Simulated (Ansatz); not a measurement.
# HBr2 (doublet): wave-function methods side by side at distance Br1–H2 along a hydrogen transfer = 1.889 Å, cc-pVDZ

How much of the correlation energy of HBr2 (doublet) does each wave-function method recover here?

Method: cc-pVDZ, core rule «outside noble gas», up to 28 orbitals frozen; program: Ansatz 0.2.0, Gaussian basis.

The runs, in order: UHF; CCSD(T) on ROHF; CCSD(T) on UHF; BCCD(T) on ROHF; CISD; CCSDT(Q) on ROHF; CCSDT(Q) on UHF; CASSCF and MRCISD+Q, 3 electrons in 3 orbitals; CASSCF and NEVPT2, 3 electrons in 3 orbitals; CASSCF and MRCISD+Q, 15 electrons in 9 orbitals; CASSCF and NEVPT2, 15 electrons in 9 orbitals.

18 further runs of the same task are left out: 18 that didn't finish.

## (1) The system

The geometry derives from fragments relaxed apart (PBE0/def2-TZVP) and kept rigid, so it is no stationary point. A hydrogen atom is moved between rigid fragments. No spin-orbit coupling is included. The filled d shell of Br may be among the frozen orbitals whatever the setting's name suggests; the logs give the count.

3 atoms, charge 0, spin multiplicity 2.

Atoms are counted from 1 here; the program's logs count them from 0.

Bond lengths: H2–Br3 1.530 Å.

## (2) UHF

The input, in.yaml:

```yaml
crystal:
  periodic: [false, false, false]
  atoms:
    - {symbol: Br, position_ang: [0.000000, 0.000000, -1.769333]}
    - {symbol: H, position_ang: [0.000000, 0.000000, 0.119667]}
    - {symbol: Br, position_ang: [0.000000, 0.000000, 1.649667]}
basis:
  gaussian: {orbitals: cc-pVDZ}
magnetization: {spin_polarized: true, initial_magnetization: 1}
hamiltonian: {xc: hf}
output: {orbitals: {seedname: orbitals}}
```

Run with:

```bash
$ ansatz run in.yaml --threads 1 --pin off --events-out ev --progress --plain --max-ram 2393MiB
```

After this run come: CCSD(T) on ROHF; CCSD(T) on UHF; BCCD(T) on ROHF; CISD; CCSDT(Q) on ROHF; CCSDT(Q) on UHF; CASSCF and MRCISD+Q, 3 electrons in 3 orbitals; CASSCF and NEVPT2, 3 electrons in 3 orbitals; CASSCF and MRCISD+Q, 15 electrons in 9 orbitals; CASSCF and NEVPT2, 15 electrons in 9 orbitals.

**Question.** What will the summary of the whole plan be? Wanted: UCCSDT(Q) below the RHF energy; RMP2 from UCCSDT(Q); UMP2 from UCCSDT(Q); RCCSD from UCCSDT(Q); RCCSD(T) from UCCSDT(Q); UCCSD(T) from UCCSDT(Q); RCCSDT(Q) from UCCSDT(Q); NEVPT2 pair from UCCSDT(Q); MRCISD+Q pair from UCCSDT(Q).

The runs gave:

| quantity | value |
| --- | --- |
| UCCSDT(Q) below the RHF energy | -7.2915 eV |
| RMP2 from UCCSDT(Q) | +21.11 kcal/mol |
| UMP2 from UCCSDT(Q) | +21.63 kcal/mol |
| RCCSD from UCCSDT(Q) | +3.32 kcal/mol |
| RCCSD(T) from UCCSDT(Q) | +0.65 kcal/mol |
| UCCSD(T) from UCCSDT(Q) | +0.61 kcal/mol |
| RCCSDT(Q) from UCCSDT(Q) | +0.04 kcal/mol |
| NEVPT2 pair from UCCSDT(Q) | +19.50 kcal/mol |
| MRCISD+Q pair from UCCSDT(Q) | +0.88 kcal/mol |
| NEVPT2 valence from UCCSDT(Q) | +34.22 kcal/mol |
| levels within 1 kcal/mol (43 meV) | RCCSD(T), UCCSD(T), BCCD(T), RCCSDT, UCCSDT, RCCSDT(Q), MRCISD+Q pair, MRCISD+Q valence |
| T1 diagnostic | 0.018 |
| effectively unpaired electrons | 1.01 |

In words: RCCSD(T) lands +0.65 kcal/mol from the yardstick (0.4 % of the correlation energy). One determinant dominates. Of the multireference levels listed MRCISD+Q valence comes nearest in total energy (+0.68 kcal/mol), which doesn't show that its space is the better one. Coupled cluster took another determinant than the lowest Hartree-Fock one. These misses are within one basis, not against nature; the frozen cores of restricted and unrestricted runs differ, which can shift their rows.
